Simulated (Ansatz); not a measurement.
# C2H7ClFNSZr: small, medium and large basis sets

The task here is to estimate one member of a computed series from the others.

Method: one geometry, several basis sets; program: Ansatz 0.2.0, Gaussian basis.

The runs, in order: PBE0-D4/def2-SVP; ωB97M-V/def2-SVP; PBE0-D4/def2-QZVPP; ωB97M-V/def2-QZVPP; the functionals' def2-TZVPP values are taken from earlier runs.

### Structure used throughout

The geometry comes from an earlier relaxation with PBE0-D4 in a triple-zeta def2 set; it is a stationary point, not always the lowest conformer. Zr takes the def2 core potential; no spin-orbit term is included.

SMILES `C[N](C)[Zr]([F])([SH])[Cl]`, 14 atoms, charge 0, spin multiplicity 1.

Atoms are counted from 1 here; the program's logs count them from 0.

Bond lengths: C1–N2 1.444 Å, C1–H8 1.097 Å, C1–H9 1.097 Å, C1–H10 1.092 Å, N2–C3 1.448 Å, N2–Zr4 1.985 Å, C3–H11 1.097 Å, C3–H12 1.097 Å, C3–H13 1.095 Å, Zr4–F5 1.902 Å, Zr4–S6 2.448 Å, Zr4–Cl7 2.368 Å, S6–H14 1.348 Å. Angles: N2–C1–H8 110.9°, N2–C1–H9 111.1°, N2–C1–H10 110.8°, H8–C1–H9 107.9°, H8–C1–H10 108.0°, H9–C1–H10 108.0°, C1–N2–C3 113.9°, C1–N2–Zr4 128.0°, C3–N2–Zr4 118.0°, N2–C3–H11 111.0°, N2–C3–H12 111.2°, N2–C3–H13 111.0°, H11–C3–H12 108.5°, H11–C3–H13 107.5°, H12–C3–H13 107.5°, N2–Zr4–F5 109.4°, N2–Zr4–S6 100.5°, N2–Zr4–Cl7 110.7° and more.

The first run:

in.yaml

```yaml
crystal:
  periodic: [false, false, false]
  atoms:
    - {symbol: C, position_ang: [0.236636, 0.372590, 1.791666]}
    - {symbol: N, position_ang: [0.288045, -0.005446, 0.399055]}
    - {symbol: C, position_ang: [1.039366, -1.217025, 0.146288]}
    - {symbol: Zr, position_ang: [-0.540413, 0.918176, -1.150460]}
    - {symbol: F, position_ang: [-1.167789, 2.628986, -0.605038]}
    - {symbol: S, position_ang: [-2.400518, -0.597548, -1.633260]}
    - {symbol: Cl, position_ang: [0.963262, 1.000854, -2.977360]}
    - {symbol: H, position_ang: [-0.235234, -0.413784, 2.393794]}
    - {symbol: H, position_ang: [1.244119, 0.544817, 2.191157]}
    - {symbol: H, position_ang: [-0.340436, 1.290830, 1.922577]}
    - {symbol: H, position_ang: [0.602710, -2.068387, 0.682233]}
    - {symbol: H, position_ang: [2.085347, -1.108433, 0.458616]}
    - {symbol: H, position_ang: [1.038275, -1.463760, -0.921044]}
    - {symbol: H, position_ang: [-2.813369, 0.118120, -2.698225]}
basis:
  gaussian: {orbitals: def2-SVP}
hamiltonian: {xc: pbe0, dispersion: d4}
output: {orbitals: {seedname: orbitals}}
```

On the command line:

```console
$ ansatz run in.yaml --threads 2 --pin off --events-out ev --progress --plain --max-ram 31744MiB --backend cpu
```

Among the steps run: PBE0-D4 in def2-SVP; ωB97M-V in def2-SVP; PBE0-D4 in def2-QZVPP; ωB97M-V in def2-QZVPP.

One table of the session follows, with a row left open; its other results are not shown here.

It belongs to the step «Density functionals: the series». 

```
functional       basis  HOMO (eV)
   PBE0-D4    def2-SVP          ?
   PBE0-D4  def2-TZVPP      -7.40
   PBE0-D4  def2-QZVPP      -7.40
   ωB97M-V    def2-SVP      -9.57
   ωB97M-V  def2-TZVPP      -9.62
   ωB97M-V  def2-QZVPP      -9.63
```

Estimate the missing values for PBE0-D4, def2-SVP.

As computed: HOMO (eV): -7.36. In the column «HOMO (eV)» it is the highest.
